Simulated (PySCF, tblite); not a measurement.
# C₂H₉AlO₄Si, a small molecule taken as a stand-in for a surface group (hydroxylated Si): NMR shifts, core binding energies and electronic excitations, part 2 of 2

tblite 0.8.0 and PySCF 2.14.0. Atoms count from 0, parts from 1. The steps go on from the part before.

## Step 5: Core-electron binding energies: SCAN, X2C

Job settings and geometry (Å):

```
{"job": {"kind": "xps", "holes": 5}, "charge": 0, "multiplicity": 1}
O     -3.154183    -0.552813     0.212191
Si    -2.021845     0.059851    -0.815448
O     -2.437874     1.613858    -1.170707
O     -2.062549    -0.834200    -2.199372
O     -0.530553     0.016117    -0.151166
Al     1.060298    -0.029376     0.469264
C      2.424808    -0.848700    -0.657772
C      1.365336     0.765522     2.221720
H     -3.141998    -1.504850     0.337704
H     -2.531355     2.204822    -0.419131
H     -1.358538    -0.664703    -2.830338
H      2.177999    -1.902805    -0.871860
H      3.429931    -0.825708    -0.208469
H      2.484361    -0.340896    -1.635811
H      2.191637     0.286151     2.770825
H      1.633225     1.831809     2.114724
H      0.461987     0.726141     2.851252
```

Level: delta-SCF UKS SCAN, pcX-2 on the ionised atom, pcseg-1 elsewhere, spin-free X2C.

Output:

```text
ground state, core basis on atom 0 (O), 196 functions
  cycle   1  E = -915.26027741  |g| = 1.48e+00
  cycle   2  E = -914.53142088  |g| = 2.42e+00
  cycle   3  E = -915.66790044  |g| = 2.85e-01
  cycle   4  E = -915.68352833  |g| = 1.04e-01
  cycle   5  E = -915.68531164  |g| = 4.32e-02
  cycle   6  E = -915.68567660  |g| = 9.19e-03
  cycle   7  E = -915.68569785  |g| = 3.30e-03
  cycle   8  E = -915.68569648  |g| = 1.57e-03
  cycle   9  E = -915.68569774  |g| = 1.56e-04
  E(ground) = -915.76621332 Eh
hole in O 1s of atom 0
  cycle   1  E = -895.08975939  |g| = 2.22e+00
  cycle   2  E = -893.01879436  |g| = 2.51e+00
  cycle   3  E = -895.60998158  |g| = 7.53e-01
  cycle   4  E = -895.84887567  |g| = 3.06e-01
  cycle   5  E = -895.88705289  |g| = 1.24e-01
  cycle   6  E = -895.89196546  |g| = 6.05e-02
  cycle   7  E = -895.89334242  |g| = 1.42e-02
  cycle   8  E = -895.89342656  |g| = 4.51e-03
  cycle   9  E = -895.89343214  |g| = 2.23e-03
  cycle  10  E = -895.89343566  |g| = 8.75e-04
  cycle  11  E = -895.89343583  |g| = 3.41e-04
  E(ion) = -895.97463065 Eh   <S^2> = 0.7612   hole on atom = 1.000   binding energy = 538.556 eV
ground state, core basis on atom 1 (Si), 207 functions
  cycle   1  E = -915.77917536  |g| = 3.02e-01
  cycle   2  E = -915.77756621  |g| = 1.42e-01
  cycle   3  E = -915.77751717  |g| = 1.37e-01
  cycle   4  E = -915.78084814  |g| = 2.59e-02
  cycle   5  E = -915.78095798  |g| = 5.69e-03
  cycle   6  E = -915.78096371  |g| = 1.10e-03
  cycle   7  E = -915.78096204  |g| = 2.84e-04
  E(ground) = -915.82159550 Eh
hole in Si 2p of atom 1
  cycle   1  E = -911.48016104  |g| = 1.25e+00
  cycle   2  E = -911.31550973  |g| = 1.21e+00
  cycle   3  E = -911.71857940  |g| = 4.09e-01
  cycle   4  E = -911.78198424  |g| = 1.03e-01
  cycle   5  E = -911.78507635  |g| = 3.42e-02
  cycle   6  E = -911.78552944  |g| = 1.10e-02
  cycle   7  E = -911.78554622  |g| = 9.21e-03
  cycle   8  E = -911.78557838  |g| = 1.44e-03
  cycle   9  E = -911.78558137  |g| = 3.48e-04
  E(ion) = -911.83741213 Eh   <S^2> = 0.7512   hole on atom = 1.003   binding energy = 108.415 eV
  2p3/2 = 108.202 eV   2p1/2 = 108.827 eV
ground state, core basis on atom 2 (O), 196 functions
  cycle   1  E = -915.68598808  |g| = 1.05e-01
  cycle   2  E = -915.68519699  |g| = 8.46e-02
  cycle   3  E = -915.68591860  |g| = 5.57e-02
  cycle   4  E = -915.68645024  |g| = 7.98e-03
  cycle   5  E = -915.68646192  |g| = 2.46e-03
  cycle   6  E = -915.68646218  |g| = 4.73e-04
  E(ground) = -915.76631042 Eh
hole in O 1s of atom 2
  cycle   1  E = -895.09201143  |g| = 2.22e+00
  cycle   2  E = -893.04604779  |g| = 2.51e+00
  cycle   3  E = -895.61656900  |g| = 7.48e-01
  cycle   4  E = -895.85128867  |g| = 3.01e-01
  cycle   5  E = -895.88896440  |g| = 1.17e-01
  cycle   6  E = -895.89358216  |g| = 5.59e-02
  cycle   7  E = -895.89473176  |g| = 1.44e-02
  cycle   8  E = -895.89481632  |g| = 4.31e-03
  cycle   9  E = -895.89482375  |g| = 2.19e-03
  cycle  10  E = -895.89482463  |g| = 8.97e-04
  cycle  11  E = -895.89482524  |g| = 3.43e-04
  E(ion) = -895.97571790 Eh   <S^2> = 0.7613   hole on atom = 1.000   binding energy = 538.529 eV
ground state, core basis on atom 3 (O), 196 functions
  cycle   1  E = -915.68529674  |g| = 1.19e-01
  cycle   2  E = -915.68306189  |g| = 1.36e-01
  cycle   3  E = -915.68606491  |g| = 4.14e-02
  cycle   4  E = -915.68636622  |g| = 6.39e-03
  cycle   5  E = -915.68637156  |g| = 1.97e-03
  cycle   6  E = -915.68637327  |g| = 2.93e-04
  E(ground) = -915.76621078 Eh
hole in O 1s of atom 3
  cycle   1  E = -895.08944987  |g| = 2.22e+00
  cycle   2  E = -893.04163395  |g| = 2.51e+00
  cycle   3  E = -895.60820156  |g| = 7.54e-01
  cycle   4  E = -895.84686374  |g| = 3.12e-01
  cycle   5  E = -895.88669475  |g| = 1.25e-01
  cycle   6  E = -895.89174745  |g| = 6.11e-02
  cycle   7  E = -895.89315698  |g| = 1.46e-02
  cycle   8  E = -895.89324359  |g| = 5.12e-03
  cycle   9  E = -895.89325282  |g| = 2.29e-03
  cycle  10  E = -895.89325533  |g| = 8.97e-04
  cycle  11  E = -895.89325469  |g| = 3.98e-04
  E(ion) = -895.97397952 Eh   <S^2> = 0.7614   hole on atom = 1.000   binding energy = 538.574 eV
ground state, core basis on atom 4 (O), 196 functions
  cycle   1  E = -915.68534549  |g| = 1.34e-01
  cycle   2  E = -915.67968936  |g| = 2.04e-01
  cycle   3  E = -915.68686339  |g| = 4.01e-02
  cycle   4  E = -915.68708066  |g| = 1.90e-02
  cycle   5  E = -915.68714307  |g| = 1.27e-03
  cycle   6  E = -915.68714485  |g| = 5.32e-04
  cycle   7  E = -915.68714278  |g| = 1.50e-04
  E(ground) = -915.76891406 Eh
hole in O 1s of atom 4
  cycle   1  E = -895.10822279  |g| = 2.23e+00
  cycle   2  E = -894.63538087  |g| = 2.22e+00
  cycle   3  E = -895.86140455  |g| = 4.87e-01
  cycle   4  E = -895.89334408  |g| = 3.59e-01
  cycle   5  E = -895.94206158  |g| = 4.34e-02
  cycle   6  E = -895.94251095  |g| = 1.95e-02
  cycle   7  E = -895.94271415  |g| = 4.20e-03
  cycle   8  E = -895.94271903  |g| = 2.51e-03
  cycle   9  E = -895.94272175  |g| = 7.41e-04
  cycle  10  E = -895.94272291  |g| = 1.53e-04
  E(ion) = -896.02631397 Eh   <S^2> = 0.7622   hole on atom = 1.000   binding energy = 537.224 eV
```

Run time: 61 s. Hardware: 1 thread of Arm Neoverse V1, shared host; peak memory 0.78 GiB.

Binding energies by hole, beside the orbital energy of the ground state; the difference holds orbital relaxation and, for a density functional, its self-interaction error:

```csv
hole,stands for,environment,ΔSCF (eV; 2p as the shell's mean),−ε (eV),⟨S²⟩
O1s on O0,O0,"oxygen bonded to Si, H",538.56,516.4,0.761
Si2p on Si1,Si1,silicon bonded to 4 O,108.41,97.1,0.751
O1s on O2,O2,"oxygen bonded to Si, H",538.53,516.4,0.761
O1s on O3,O3,"oxygen bonded to Si, H",538.57,516.5,0.761
O1s on O4,O4,"oxygen bonded to Al, Si",537.22,515.9,0.762
```

With the spin-orbit splitting: Si1 2p3/2 108.20, 2p1/2 108.83 eV. The table gives each 2p level as the mean over the whole 2p shell (two parts 2p3/2, one part 2p1/2), which differs a little from the single hole in the log.

## Step 6: TDDFT and polarisability: CAM-B3LYP/def2-SVPD

Settings changed since step 5:

```diff
@@ -1,2 +1,2 @@
-{"job": {"kind": "xps", "holes": 5}, "charge": 0, "multiplicity": 1}
+{"job": {"kind": "uv", "xc": "CAM-B3LYP", "basis": "def2-SVPD", "nstates": 6, "ntriplets": 2, "ip": true}, "charge": 0, "multiplicity": 1}
 O     -3.154183    -0.552813     0.212191
```

Method: TDDFT CAM-B3LYP/def2-SVPD, vertical, gas phase, core orbitals frozen in the response.

Output:

```text
coarse grid: 15344 points
cycle   1  E = -913.7039917904  dE =  7.762e-01  |g| = 1.290e+00  |ddm| = 6.611e+00
cycle   2  E = -913.5666858451  dE =  1.373e-01  |g| = 1.582e+00  |ddm| = 4.127e+00
cycle   3  E = -914.0214689907  dE = -4.548e-01  |g| = 1.043e-01  |ddm| = 1.856e+00
cycle   4  E = -914.0231822272  dE = -1.713e-03  |g| = 5.733e-02  |ddm| = 1.748e-01
cycle   5  E = -914.0238169067  dE = -6.347e-04  |g| = 1.366e-02  |ddm| = 7.530e-02
cycle   6  E = -914.0238504925  dE = -3.359e-05  |g| = 3.857e-03  |ddm| = 2.457e-02
cycle   7  E = -914.0238542448  dE = -3.752e-06  |g| = 5.327e-04  |ddm| = 7.748e-03
final grid: 139416 points
cycle   8  E = -914.1793685927  dE = -3.096e-05  |g| = 3.288e-03  |ddm| = 5.898e-02
cycle   9  E = -914.1793690271  dE = -4.344e-07  |g| = 3.166e-03  |ddm| = 1.132e-02
cycle  10  E = -914.1793713918  dE = -2.365e-06  |g| = 4.410e-04  |ddm| = 3.803e-03
cycle  11  E = -914.1793714210  dE = -2.921e-08  |g| = 2.337e-04  |ddm| = 7.934e-04
cycle  12  E = -914.1793714319  dE = -1.091e-08  |g| = 2.704e-05  |ddm| = 3.457e-04
cycle  13  E = -914.1793714322  dE = -2.024e-10  |g| = 8.097e-06  |ddm| = 1.113e-04
converged SCF energy = -914.1793714322

Static polarisability (au): isotropic 85.267, principal 75.038 90.253 90.512

Singlet excitations
state   eV       nm        f      main configurations
  1   6.0765    204.0   0.00078   H->L+1 0.96
  2   6.5299    189.9   0.13566   H->L 0.89
  3   7.5122    165.0   0.01351   H-2->L 0.39, H->L+2 0.38
  4   7.5300    164.7   0.00071   H-1->L 0.69, H-1->L+2 0.12
  5   7.8844    157.3   0.05779   H->L+3 0.46, H-3->L 0.28, H->L+6 0.13
  6   7.9349    156.3   0.00235   H-2->L+1 0.38, H->L+2 0.16, H-2->L 0.15

Triplet excitations (Tamm-Dancoff, eV): 5.7741 6.0831
Vertical ionisation energy (delta-SCF) = 9.9586 eV
```

Wall time 4.5 min (1 thread of Arm Neoverse V1, shared host); peak memory 1.4 GiB.

Frontier orbitals and where they lie:

```csv
orbital,eV,atoms
HOMO−3,-10.96,"C6 16 %, C7 16 %, Al5 13 %"
HOMO−2,-10.56,"O3 32 %, O4 31 %, O0 15 %"
HOMO−1,-10.38,"O2 35 %, O4 33 %, O0 22 %"
HOMO,-9.19,"C7 26 %, C6 26 %, Al5 17 %"
LUMO,0.01,"Al5 47 %, Si1 11 %, C6 4 %"
LUMO+1,0.60,"Al5 47 %, O4 15 %, C6 11 %"
LUMO+2,0.96,"Si1 23 %, Al5 16 %, O0 8 %"
```

With each of the 6 states as a Gaussian band of 0.4 eV half-width at 1/e, the curve within the window shown has maxima at 190 nm (ε 5,500), 158 nm (ε 2,700) L/(mol cm). Beyond the last state computed it falls off for lack of states. The curve at chosen wavelengths:

| nm | ε (L/mol/cm) |
| --- | --- |
| 151 | 1162 |
| 154 | 2034 |
| 157 | 2623 |
| 160 | 2619 |
| 163 | 2133 |
| 166 | 1498 |
| 169 | 990 |
| 172 | 770 |
| 175 | 960 |
| 178 | 1639 |
| 181 | 2750 |
| 184 | 4027 |
| 187 | 5060 |
| 190 | 5499 |
| 193 | 5229 |
| 196 | 4405 |
| 199 | 3324 |
| 202 | 2272 |
| 205 | 1422 |
| 208 | 823 |
| 211 | 445 |
| 214 | 227 |
| 217 | 111 |
| 220 | 52 |
| 223 | 24 |
| 226 | 11 |

Ground-state properties from the same run:

```csv
property,computed
dipole moment (D),3.06
polarisability (Å³),12.64
HOMO–LUMO gap (eV),9.20
−ε(HOMO) (eV),9.19
```

## Step 7: Results

What follows sums up all 2 parts.

```
                                 quantity                                                           value
                              point group                                                              C1
     rotational constants (main isotopes)                                            2.19, 0.75, 0.66 GHz
   13C shifts against TMS (PBE0/pcSseg-1)                                                -10.3, -10.8 ppm
    1H shifts against TMS (PBE0/pcSseg-1)  1.51, 1.43, 1.39, -0.37, -0.38, -0.39, -0.42, -0.45, -0.51 ppm
   17O shifts against H2O (PBE0/pcSseg-1)                                     119.1, 48.1, 46.4, 46.2 ppm
  29Si shifts against TMS (PBE0/pcSseg-1)                                                       -75.2 ppm
27Al shifts against AlH4- (PBE0/pcSseg-1)                                                       133.1 ppm
         O1s binding energies, SCAN/pcX-2                   O3 538.57, O0 538.56, O2 538.53, O4 537.22 eV
        Si2p binding energies, SCAN/pcX-2                                                   Si1 108.41 eV
     lowest singlet (CAM-B3LYP/def2-SVPD)                                     6.08 eV (204 nm), f = 0.001
 brightest single state of those computed                                     state 2, 6.53 eV, f = 0.136
                           lowest triplet                                                         5.77 eV
        vertical ionisation energy (ΔSCF)                                                         9.96 eV
```

What this shows: Over 9 steps the energy fell by 0.259 eV; of the close pairs, Al5–C6 changed most, 2.006 to 1.950 Å (PBE0/def2-SVP). No frequency check was run at this level, so the end point may be a saddle. At PBE0/pcSseg-1: The widest tensor belongs to Al5: span 232 ppm, with a paramagnetic part of -445 ppm. The O1s levels kept as sound span 1.35 eV, from O4 (oxygen bonded to Al, Si) up to O3 (oxygen bonded to Si, H). The lowest singlet, at 6.08 eV, is HOMO→LUMO+1 0.96 and is dark; of the 6 states computed, the strongest absorption comes from state 2 at 6.53 eV. The lowest triplet lies 0.30 eV below the lowest singlet (triplets in Tamm-Dancoff, singlets in full TDDFT). ΔSCF puts the ionisation energy at 9.96 eV, 0.77 eV above −ε(HOMO). A capped cluster stands for the solid here, so long-range fields and strain are missing, and bands or shifts of the capping hydrogens have no counterpart in it.
